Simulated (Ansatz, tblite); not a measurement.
**The cluster Ba5+: rung by rung**

How do method and basis change the picture of the cluster Ba5+ (doublet)?

The runs use Ansatz 0.2.0, Gaussian basis; as each input shows.

Levels to be run: GFN1-xTB, GFN2-xTB, PBE/def2-TZVP, r2SCAN/def2-TZVP, LC-ωPBE/def2-TZVP, B97M-V/def2-TZVP, LDA/def2-TZVP, PBE/def2-SVP, PBE0/def2-SVP, CCSD(T)/def2-SVP, MP2/def2-TZVP.

5 further runs of the same task are left out: 5 set aside as unsound or not needed.

### Step 1. The relaxed structure

The doublet was relaxed beforehand with PBE/def2-SVP. At that level it is the lowest of the isomers that a small search found.

5 atoms, charge 1, spin multiplicity 2.

Bond lengths: Ba1–Ba2 4.410 Å, Ba1–Ba3 4.483 Å, Ba1–Ba4 4.479 Å, Ba1–Ba5 4.408 Å, Ba2–Ba3 4.404 Å, Ba2–Ba4 4.408 Å, Ba3–Ba4 4.480 Å, Ba3–Ba5 4.404 Å, Ba4–Ba5 4.410 Å. Angles: Ba2–Ba1–Ba3 59.4°, Ba2–Ba1–Ba4 59.5°, Ba2–Ba1–Ba5 108.1°, Ba3–Ba1–Ba4 60.0°, Ba3–Ba1–Ba5 59.4°, Ba4–Ba1–Ba5 59.5°, Ba1–Ba2–Ba3 61.1°, Ba1–Ba2–Ba4 61.1°, Ba3–Ba2–Ba4 61.1°, Ba1–Ba3–Ba2 59.5°, Ba1–Ba3–Ba4 60.0°, Ba1–Ba3–Ba5 59.5°, Ba2–Ba3–Ba4 59.5°, Ba2–Ba3–Ba5 108.2°, Ba4–Ba3–Ba5 59.5°, Ba1–Ba4–Ba2 59.5°, Ba1–Ba4–Ba3 60.1°, Ba1–Ba4–Ba5 59.5° and more.

Ba takes a core potential in the def2 sets. No spin-orbit coupling is included. The ion is computed in the gas phase, without counter-ions or solvent.

PBE0/def2-TZVP was run before; its log isn't repeated, and its numbers join the tables.

### Step 2. GFN1-xTB

Tight binding, by tblite at 300 K electronic temperature and without a spin-polarisation term:

```python
tblite.interface.Calculator('GFN1-xTB', numbers, positions, charge=1, uhf=1).singlepoint()
```

Energy -63.3418 eV; 0.018 s.

### Step 3. GFN2-xTB

Tight binding, by tblite at 300 K electronic temperature and without a spin-polarisation term:

```python
tblite.interface.Calculator('GFN2-xTB', numbers, positions, charge=1, uhf=1).singlepoint()
```

Energy -58.2163 eV; 0.031 s.

### Step 4. PBE/def2-TZVP

start.molden holds the orbitals of an earlier run on this state, given as this run's starting guess.

The input, in.yaml:

```yaml
crystal:
  periodic: [false, false, false]
  atoms:
    - {symbol: Ba, position_ang: [1.136771, 2.041682, -1.112801]}
    - {symbol: Ba, position_ang: [-0.055660, 1.728531, 3.121122]}
    - {symbol: Ba, position_ang: [-2.578511, -0.178634, 0.056111]}
    - {symbol: Ba, position_ang: [1.449711, -1.863829, 1.057321]}
    - {symbol: Ba, position_ang: [0.047680, -1.727759, -3.121773]}
basis:
  gaussian: {orbitals: def2-TZVP, initial_orbitals: start.molden}
total_charge: 1
magnetization: {spin_polarized: true, initial_magnetization: 1}
hamiltonian: {xc: pbe}
scf: {omitted_lower_state_checks: [starts]}
output: {forces: true, orbitals: {seedname: orbitals}}
```

The run is started by

```console
$ ansatz run in.yaml --threads 4 --pin off --events-out ev --progress --plain --max-ram 4787MiB
```

After this run come: r2SCAN/def2-TZVP; LC-ωPBE/def2-TZVP; B97M-V/def2-TZVP; LDA/def2-TZVP; PBE/def2-SVP; PBE0/def2-SVP; CCSD(T)/def2-SVP; MP2/def2-TZVP.

**Question.** What will the summary of the whole plan be? Wanted: gap in def2-TZVP, named functionals, smallest and largest; correlation energy, CCSD(T)/def2-SVP; correlation energy, MP2/def2-TZVP; ⟨S²⟩ in def2-TZVP, named functionals, smallest and largest; PBE0 total energy, smallest basis above largest.

**Answer**, as computed:

| quantity | value |
| --- | --- |
| gap in def2-TZVP, named functionals, smallest and largest | 0.24 eV (LDA), 4.16 eV (LC-ωPBE) |
| correlation energy, CCSD(T)/def2-SVP | -17.75 eV |
| correlation energy, MP2/def2-TZVP | -20.95 eV |
| ⟨S²⟩ in def2-TZVP, named functionals, smallest and largest | 0.753, 2.716 |
| PBE0 total energy, smallest basis above largest | 3.62 eV (def2-SVP, def2-TZVP) |

In words: Over the named functionals in def2-TZVP the gap runs from 0.24 eV (LDA) to 4.16 eV (LC-ωPBE); exact exchange widens it. Over the named functionals in def2-TZVP spin contamination reaches 1.97 (LC-ωPBE), so some levels may describe another state. Notes on CCSD(T)/def2-SVP: large T1 diagnostic, spin contamination.
